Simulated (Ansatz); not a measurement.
**C₂H₄InN: how energies converge with the basis set**

An exercise on one series of results from a longer session: the logs are not shown, and one member is left open.

Program: Ansatz 0.2.0, Gaussian basis. Level of theory: one geometry, several basis sets. These are calculated values, not measurements.

Levels to be run: PBE0-D4/def2-SVP; ωB97M-V/def2-SVP; PBE0-D4/def2-QZVPP; ωB97M-V/def2-QZVPP; the functionals' def2-TZVPP values are taken from earlier runs.

### The geometry

An earlier PBE0-D4 in a triple-zeta def2 set relaxation fixed the geometry. In takes the def2 core potential; no spin-orbit term is included.

SMILES `C#[C][InH][NH2]`, 8 atoms, charge 0, spin multiplicity 1.

Atoms are counted from 1 here; the program's logs count them from 0.

Bond lengths: C1–C2 1.209 Å, C1–H5 1.066 Å, C2–In3 2.088 Å, In3–N4 1.996 Å, In3–H6 1.699 Å, N4–H7 1.006 Å, N4–H8 1.005 Å. Angles: C2–C1–H5 179.8°, C1–C2–In3 179.3°, C2–In3–N4 112.6°, C2–In3–H6 126.2°, N4–In3–H6 121.2°, In3–N4–H7 123.3°, In3–N4–H8 124.8°, H7–N4–H8 111.9°.

As a file:

```xyz
8
charge 0, multiplicity 1
C     1.39923    1.58846   -1.56837
C     0.82898    1.05210   -0.64682
In   -0.15046    0.14557    0.95919
N    -1.05221   -1.55999    0.44576
H     1.90147    2.05927   -2.38276
H    -0.21500    0.73026    2.55343
H    -1.03822   -1.93184   -0.48878
H    -1.58170   -2.14094    1.07265
```

Set-up of the first run:

Contents of in.yaml:

```yaml
crystal:
  periodic: [false, false, false]
  atoms:
    - {symbol: C, position_ang: [1.399231, 1.588464, -1.568373]}
    - {symbol: C, position_ang: [0.828981, 1.052096, -0.646818]}
    - {symbol: In, position_ang: [-0.150460, 0.145567, 0.959186]}
    - {symbol: N, position_ang: [-1.052207, -1.559991, 0.445763]}
    - {symbol: H, position_ang: [1.901474, 2.059275, -2.382758]}
    - {symbol: H, position_ang: [-0.215000, 0.730262, 2.553435]}
    - {symbol: H, position_ang: [-1.038224, -1.931837, -0.488780]}
    - {symbol: H, position_ang: [-1.581695, -2.140938, 1.072645]}
basis:
  gaussian: {orbitals: def2-SVP}
hamiltonian: {xc: pbe0, dispersion: d4}
output: {orbitals: {seedname: orbitals}}
```

Started as:

```console
$ ansatz run in.yaml --threads 2 --pin off --events-out ev --progress --plain --max-ram 4352MiB
```

Steps of the session up to this table: PBE0-D4 in def2-SVP; ωB97M-V in def2-SVP; PBE0-D4 in def2-QZVPP; ωB97M-V in def2-QZVPP.

One table of the session follows, with a row left open; its other results are not shown here.

It belongs to the step «Density functionals: the series». 

| functional | basis | HOMO (eV) |
| --- | --- | --- |
| PBE0-D4 | def2-SVP | ? |
| PBE0-D4 | def2-TZVPP | -7.08 |
| PBE0-D4 | def2-QZVPP | -7.12 |
| ωB97M-V | def2-SVP | -9.21 |
| ωB97M-V | def2-TZVPP | -9.44 |
| ωB97M-V | def2-QZVPP | -9.49 |

Q: Estimate the row for PBE0-D4, def2-SVP from the others.

**Answer.** HOMO (eV): -6.88. In the column «HOMO (eV)» it is the highest.
